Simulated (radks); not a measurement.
# Ionisation of Sn⁺: one atom, several choices of relativity

One table from this session's results is given with a row withheld; the runs are named, their logs left out.

The numbers are computed with radks (a radial shooting solver on a logarithmic mesh, Libxc functionals) version 1 (Kohn-Sham, PBE, spin-unpolarised, spherical densities), except any that are marked as measured or tabulated.

## The system

```
element       : tin (Z = 50)
charge        : +1
electrons     : 49
configuration : [Kr] 4d10 5s2 5p1
ion           : Sn²⁺, [Kr] 4d10 5s2
choices       : non-relativistic; scalar-relativistic; Dirac, 2j+1 shares; Dirac, low j first; scalar-relativistic, finite nucleus; Dirac, 2j+1 shares, finite nucleus; Dirac, c × 1.25; Dirac, c × 2; Dirac, c × 10
```

Set-up of the first run:

The run's settings:

```text
Z 50
configuration [Kr] 4d10 5s2 5p1
relativity non-relativistic
functional pbe,pbe
spin unpolarised
nucleus point
```

Steps of the session up to this table: non-relativistic: Sn⁺.

One table of the session follows, with a row left open; its other results are not shown here.

It belongs to the step «non-relativistic: Sn⁺». Sizes of the orbitals, from the radial functions (bohr):

| level | <r> | outermost maximum (interpolated) | 90 % within | nodes |
| --- | --- | --- | --- | --- |
| 3s | 0.3526 | 0.320 | 0.517 | 2 |
| 3p | 0.3436 | 0.307 | 0.515 | 1 |
| 3d | 0.3147 | 0.252 | 0.495 | 0 |
| 4s | 0.8489 | 0.772 | 1.23 | 3 |
| 4p | 0.8989 | 0.800 | 1.32 | 2 |
| 4d | 1.086 | 0.882 | 1.69 | 1 |
| 5s | ? | ? | ? | ? |
| 5p | 2.927 | 2.46 | 4.37 | 3 |

Estimate the missing values for 5s.

As computed: <r>: 2.396; outermost maximum (interpolated): 2.06; 90 % within: 3.51; nodes: 4. In the column «<r>» it lies between 4d (1.086) and 5p (2.927).

To keep in mind: Spin polarisation and multiplet splitting of open shells are left out at every level.
